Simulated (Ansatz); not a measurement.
This was printed by a script on the Python package of Ansatz (0.2.0), for a geometry optimisation of CH6OSSn, SMILES C[O][SnH2][SH]. What did the script look like? Use: Hartree-Fock, def2-SVP basis, multiplicity 1.

```xyz
10

C    -0.8911    1.1699   -0.0887
O    -1.3573   -0.1266   -0.1130
Sn    0.1746   -1.2336    0.4219
S     1.8850   -1.3154   -1.3722
H    -0.6173    1.5139    0.9014
H    -0.1216    1.3972   -0.8356
H    -1.7694    1.8571   -0.3911
H    -0.3001   -2.8389    0.8023
H     0.9658   -0.5184    1.8944
H     2.1146    0.0436   -1.2166
```

Output of `python ch6ossn.py`:
```text
step   1  E = -19779.150170 eV  max force 3.2572 eV/A
step   2  E = -19779.458196 eV  max force 1.5681 eV/A
step   3  E = -19779.659590 eV  max force 0.8906 eV/A
step   4  E = -19779.711646 eV  max force 0.3959 eV/A
step   5  E = -19779.693289 eV  max force 0.5040 eV/A
step   6  E = -19779.737638 eV  max force 0.1048 eV/A
step   7  E = -19779.743873 eV  max force 0.0681 eV/A
step   8  E = -19779.740766 eV  max force 0.5428 eV/A
step   9  E = -19779.747562 eV  max force 0.0646 eV/A
step  10  E = -19779.748840 eV  max force 0.1914 eV/A
step  11  E = -19779.749983 eV  max force 0.1918 eV/A
step  12  E = -19779.752320 eV  max force 0.0145 eV/A
step  13  E = -19779.752652 eV  max force 0.0331 eV/A
step  14  E = -19779.752508 eV  max force 0.0590 eV/A
step  15  E = -19779.752879 eV  max force 0.0032 eV/A
reference energy    -19779.752879 eV
total energy        -19779.752879 eV
occupied (up, down): [29, 29]  virtual: [73, 73]  frozen: 0
bond        before    after (A)
C0-O1        1.3780   1.3870
C0-H4        1.0833   1.0971
C0-H5        1.0962   1.0957
C0-H6        1.1555   1.0917
O1-Sn2       1.9643   1.9595
Sn2-S3       2.4801   2.4263
Sn2-H7       1.7167   1.6937
Sn2-H8       1.8182   1.7049
S3-H9        1.3870   1.3361
```

The script that was run (others could print the same):

The script, `ch6ossn.py`:
```python
import warnings

import ansatz as az
import numpy as np

warnings.simplefilter("ignore", az.DeckWarning)

geometry = (
    az.Crystal.molecule()
    .atom("C", [-0.8911, 1.1699, -0.0887])
    .atom("O", [-1.3573, -0.1266, -0.113])
    .atom("Sn", [0.1746, -1.2336, 0.4219])
    .atom("S", [1.885, -1.3154, -1.3722])
    .atom("H", [-0.6173, 1.5139, 0.9014])
    .atom("H", [-0.1216, 1.3972, -0.8356])
    .atom("H", [-1.7694, 1.8571, -0.3911])
    .atom("H", [-0.3001, -2.8389, 0.8023])
    .atom("H", [0.9658, -0.5184, 1.8944])
    .atom("H", [2.1146, 0.0436, -1.2166])
)

setup = (
    geometry.calculation()
    .basis(gaussian="def2-SVP")
    .functional("HF")
    .accuracy("medium")
)
symbols = [site.symbol for site in geometry.cartesian_sites]
start = np.array([site.position_ang for site in geometry.cartesian_sites], dtype=float)
def progress(event):
    if event["event"] == "relax_step":
        row = event["data"]
        print(f"step {row['step']:3d}  E = {row['lagrangian_ev']:.6f} eV  max force {row['allowed_force_max_ev_ang']:.4f} eV/A")


r = setup.relax(force_tolerance=0.02).session().plan().execute(on_event=progress).report
end = np.array(r["positions_ang"])

print("reference energy %16.6f eV" % r["reference_energy_ev"])
print("total energy     %16.6f eV" % r["free_energy_ev"])
print("occupied (up, down):", r["n_occupied"], " virtual:", r["n_virtual"], " frozen:", r["n_frozen"])

print("bond        before    after (A)")
for i, j in [(0, 1), (0, 4), (0, 5), (0, 6), (1, 2), (2, 3), (2, 7), (2, 8), (3, 9)]:
    d0, d1 = (np.linalg.norm(xyz[i] - xyz[j]) for xyz in (start, end))
    print(f"{symbols[i]}{i}-{symbols[j]}{j}".ljust(10), f"{d0:8.4f} {d1:8.4f}")
with open("ch6ossn_opt.xyz", "w") as handle:
    handle.write(f"{len(symbols)}\nrelaxed CH6OSSn\n")
    handle.writelines(f"{s:2s} {x:11.6f} {y:11.6f} {z:11.6f}\n" for s, (x, y, z) in zip(symbols, end))
```

The settings weren't tested for convergence. The end point is the stationary point reached from this start; no frequency run checks that it is a minimum, and the basis set is modest. def2 sets replace the cores of elements past krypton by effective core potentials. It ran for 63 s on 1 thread of Intel(R) Xeon(R) Platinum 8375C CPU @ 2.90GHz (Ice Lake) (shared host), peak memory 0.3 GiB.

(Lines on the test bed's own set-up are left out of the output.)
